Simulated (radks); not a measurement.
**Spin polarisation of the 6p shell in Tl**

One table from this session's results is given with a row withheld; the runs are named, their logs left out.

Method: scalar-relativistic Kohn-Sham, SCAN, spin-polarised, spherical densities, finite nucleus. Code: radks (a radial shooting solver on a logarithmic mesh, Libxc functionals) version 1.

## What is computed

```
element            : thallium (Z = 81)
charge             : 0
electrons          : 81
configuration      : [Hg] 6p(up 0.5, down 0.5)
nuclear rms radius : 5.4759 fm
```

A shell typed twice in an input gives spin up, then spin down.

Set-up of the first run:

The run's settings:

```text
Z 81
configuration [Hg] 6p0.5 6p0.5
relativity scalar-relativistic
functional scan,scan
spin polarised
nucleus finite rms 5.4759 fm
c 137.035999084
```

Steps of the session up to this table: No moment.

One table of the session follows, with a row left open; its other results are not shown here.

It belongs to the step «No moment». Sizes of the orbitals, from the radial functions (bohr):

```
level     <r>  outermost maximum (interpolated)  90 % within  nodes
   4p  0.4172                             0.389        0.604      2
   4d  0.4397                             0.395        0.655      1
   5s  0.8790                             0.807         1.25      4
   4f  0.4677                             0.358        0.745      0
   5p       ?                                 ?            ?      ?
   5d   1.392                              1.11         2.15      2
   6s   2.479                              2.07         3.68      5
   6p   3.670                              2.80         5.75      4
```

Q: Estimate the row for 5p from the others.

The run gave: <r>: 1.007; outermost maximum (interpolated): 0.906; 90 % within: 1.45; nodes: 3. In the column «<r>» it lies between 5s (0.8790) and 5d (1.392).
